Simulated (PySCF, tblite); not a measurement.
**C4H5B2F3O: geometry, infrared bands and NMR shifts**

What infrared bands and NMR shifts should C4H5B2F3O (`BBC1=C(OC(F)(F)F)C1`) show?

Programs: tblite 0.8.0 and PySCF 2.14.0, with density-fitted response routines of our own. Each step states its level of theory. These are calculated values for one molecule in the gas phase, unless marked as measured. Atoms are numbered from 0 throughout.

## Step 1: Starting geometry

15 atoms, charge 0, multiplicity 1; geometry from: force field or distance geometry start.

Bonds of the start (Å): B0–B1 1.68, B1–C2 1.56, C2–C3 1.34, C3–O4 1.39, O4–C5 1.40, C5–F6 1.40, C5–F7 1.40, C5–F8 1.37, C3–C9 1.49, C9–C2 1.49, B0–H10 1.18, B0–H11 1.19, B1–H12 1.22, C9–H13 1.12, C9–H14 1.11.

## Step 2: Geometry optimisation with GFN2-xTB

Job settings and geometry (Å):

```
{"job": {"kind": "relax", "xc": "GFN2-xTB", "basis": "xTB"}, "charge": 0, "multiplicity": 1}
B      3.128100    -0.449400    -0.486500
B      1.610500    -0.801300     0.152100
C      0.493100     0.286500     0.120200
C     -0.778300     0.635700    -0.114700
O     -2.102500     0.361600    -0.453900
C     -2.863900    -0.715400     0.028600
F     -4.124600    -0.625300    -0.567500
F     -2.261800    -1.913600    -0.376300
F     -3.061000    -0.695300     1.382800
C      0.146700     1.719900     0.324600
H      3.634300     0.538400    -0.091400
H      3.857000    -1.389800    -0.559400
H      1.648000    -1.417200     1.202400
H      0.531900     2.441400    -0.437100
H      0.138000     2.031800     1.390000
```

On the command line:

```sh
$ OMP_NUM_THREADS=1 python probes_run.py task.json out
```

This one command runs all jobs of the session in turn.

**Question.** This job is followed by: GFN2-xTB harmonic vibrations, gas phase; GIAO PBE0/pcSseg-1 NMR shielding, non-relativistic, gas phase. Predict these results of the whole session: strongest single infrared mode (GFN2-xTB); zero-point energy (GFN2-xTB); ¹³C shifts against TMS (PBE0/pcSseg-1); ¹H shifts against TMS (PBE0/pcSseg-1, means over atoms taken as alike); ¹¹B shifts against BF3·OEt2 (PBE0/pcSseg-1); ¹⁷O shifts against H2O (PBE0/pcSseg-1); ¹⁹F shifts against CFCl3 (PBE0/pcSseg-1, means over atoms taken as alike); surface potential, 1st and 99th percentile.

As calculated:

```
                                                                 quantity                          value
                                strongest single infrared mode (GFN2-xTB)          1177 cm⁻¹, 729 km/mol
                                             zero-point energy (GFN2-xTB)                  53.9 kcal/mol
                                   ¹³C shifts against TMS (PBE0/pcSseg-1)  167.4, 130.6, 100.8, 25.8 ppm
   ¹H shifts against TMS (PBE0/pcSseg-1, means over atoms taken as alike)          10.15, 9.04, 2.15 ppm
                              ¹¹B shifts against BF3·OEt2 (PBE0/pcSseg-1)                107.7, 83.5 ppm
                                   ¹⁷O shifts against H2O (PBE0/pcSseg-1)                      179.6 ppm
¹⁹F shifts against CFCl3 (PBE0/pcSseg-1, means over atoms taken as alike)                      -72.9 ppm
                                    surface potential, 1st and 99th percentile             -0.39 V and 1.38 V
```

In words: The optimisation took 116 steps and gained 1.320 eV; among the close pairs (by a distance rule), O4–C5 changed most, from 1.404 to 1.329 Å. No mode is imaginary among the 39: a minimum at this level. The strongest single mode, at 1177 cm⁻¹, moves mainly C5. Unscaled tight-binding wavenumbers are off by several per cent, some by more. Its intensities can rank the bands wrongly. C3 (alkene carbon bearing oxygen) lies farthest downfield among carbon, at 167.4 ppm; an sp2 carbon further deshielded by the attached heteroatom. At PBE0/pcSseg-1: The widest tensor belongs to B0: span 266 ppm, with a paramagnetic part of -204 ppm. At PBE0/pcSseg-1, counted by nearest atom on the grid, the HOMO lies on C2 30 %; C3 22 %, the LUMO on B1 35 %; C3 19 %.
